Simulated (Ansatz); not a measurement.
# SrTiO3 (Tausonite): the cost of one run

Method: DFT PBEsol, scalar-relativistic, plane waves, PAW, in Ansatz 0.2.0.

### Step 1. The starting structure

The structure is cubic, space group Pm-3m (No. 221). The conventional cell has a = 3.905 Å, b = 3.905 Å, c = 3.905 Å, α = 90.00°, β = 90.00°, γ = 90.00°. Sr (site symmetry m-3m) has 12 O at 2.76 Å as nearest neighbours. Ti (site symmetry m-3m) has 6 O at 1.95 Å as nearest neighbours. Around O (site symmetry 4/mmm) lie 2 Ti at 1.95 Å and 4 Sr at 2.76 Å.

As a file:

```
CELL_PARAMETERS angstrom
3.90528 0.00000 0.00000
0.00000 3.90528 0.00000
0.00000 0.00000 3.90528
ATOMIC_POSITIONS crystal
Sr 0.50000 0.50000 0.50000
Ti 0.00000 0.00000 0.00000
O 0.50000 0.00000 0.00000
O 0.00000 0.50000 0.00000
O 0.00000 0.00000 0.50000
```

### Step 2. First run, at the start cell

File input.yaml:

```yaml
crystal:
  lattice:
    - [3.90528, 0.0, 0.0]
    - [0.0, 3.90528, 0.0]
    - [0.0, 0.0, 3.90528]
  atoms:
    - { symbol: Sr, position: [0.5, 0.5, 0.5] }
    - { symbol: Ti, position: [0.0, 0.0, 0.0] }
    - { symbol: O, position: [0.5, 0.0, 0.0] }
    - { symbol: O, position: [0.0, 0.5, 0.0] }
    - { symbol: O, position: [0.0, 0.0, 0.5] }
basis:
  ecutwfc: 420
  ecutrho_ratio: 4
kpoints:
  mp_grid: { grid: [6, 6, 6] }
hamiltonian:
  xc: pbesol
scf:
  occupations: { method: gaussian, width: 0.05 }
output:
  forces: true
  stress: true
  eigenvalues: true
```

Started as:

```
ansatz run input.yaml --threads 1 --pin off --max-ram 2560MiB --backend cpu --events-out ev --progress --plain --runs-dir out
```

**Question.** How long does this run take on 1 thread of AMD EPYC (Zen 3), shared host, and how much memory does it need?

About 5.3 s, with a peak of 0.35 GiB.
